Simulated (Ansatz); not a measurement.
Al₂Au (distorted cell), a check of forces and pressure against finite differences

With Ansatz 0.2.0, Python API.

The cells in order, each with its output:

**Cell 1**
```python
import ansatz as az
import numpy as np
```

**Cell 2**
```python
VECTORS = np.array([
    [0.02377, 2.91891, 2.95403],
    [2.99314, 0.02637, 2.95144],
    [3.04023, 2.96341, -0.02072],
])
SITES = [
    ('Al', (0.23945, 0.21717, 0.25312)),
    ('Al', (0.77062, 0.74201, 0.73793)),
    ('Au', (0.98813, 0.00234, 0.03221)),
]
```

**Cell 3**
```python
def build(cell):
    crystal = az.Crystal(lattice=az.Lattice.of(cell))
    for symbol, position in SITES:
        crystal = crystal.atom(symbol, position)
    return crystal

def solve(crystal):
    return (
        crystal.calculation()
        .occupations('fermi_dirac', width=0.05)
        .functional(az.Functional.LDA)
        .basis(540, xc_grid=2)
        .kpoints(6, 6, 6)
        .scf(tolerance=1e-09)
        .forces()
        .stress()
        .run(threads=1)
    ).report


centre = solve(build(VECTORS))
start = build(VECTORS)
print(f'force on atom 1 along z: analytic {centre["forces_ev_ang"][1][2]:.4f} eV/A')
for h in (0.005, 0.02):
    shift = np.eye(3)[2] * h @ np.linalg.inv(VECTORS)
    plus, minus = (solve(start.move(1, to=np.array(SITES[1][1]) + sign * shift))['lagrangian_ev'] for sign in (1, -1))
    print(f'  step {h} A: numerical {-(plus - minus) / (2 * h):.4f} eV/A')
volume = abs(np.linalg.det(VECTORS))
larger, smaller = (solve(build(VECTORS * (1 + sign * 0.005) ** (1 / 3)))['lagrangian_ev'] for sign in (1, -1))
numerical = -(larger - smaller) / (0.01 * volume) * 160.21766
print(f'pressure: analytic {np.trace(centre["stress_gpa"]) / 3:.3f}, numerical {numerical:.3f} GPa')
```
Output:
```text
DeckWarning: output.stress: scf.convergence.dr2_threshold = 1e-9 eV is looser than the 3e-10 eV advised for a printed stress (1e-10 eV for each atom of the cell: 3). What an SCF threshold leaves in a stress goes as its square root, and in the free energy as the threshold itself, and one threshold admits the most on a [...]
force on atom 1 along z: analytic -0.5312 eV/A
  step 0.005 A: numerical -0.5312 eV/A
  step 0.02 A: numerical -0.5311 eV/A
pressure: analytic 4.032, numerical 4.035 GPa
```

Reading the output:
- The mesh is modest for a metal, so energies can be off by several to tens of meV an atom and pressures by half a GPa or more; differences at equal mesh fare better.
- Pressure is positive in compression.
- Spin-orbit coupling, which matters for elements this heavy, is left out.
- The cell is a database structure, distorted on purpose.
- Warnings are shown shortened and without file and line.
- The central difference errs as the square of the step, so the shorter step is the fairer test; what remains comes from the finite grid and the SCF threshold.
- It ran for 100 s on 1 thread of Arm Neoverse V1, on a shared host, peak memory 0.5 GiB.
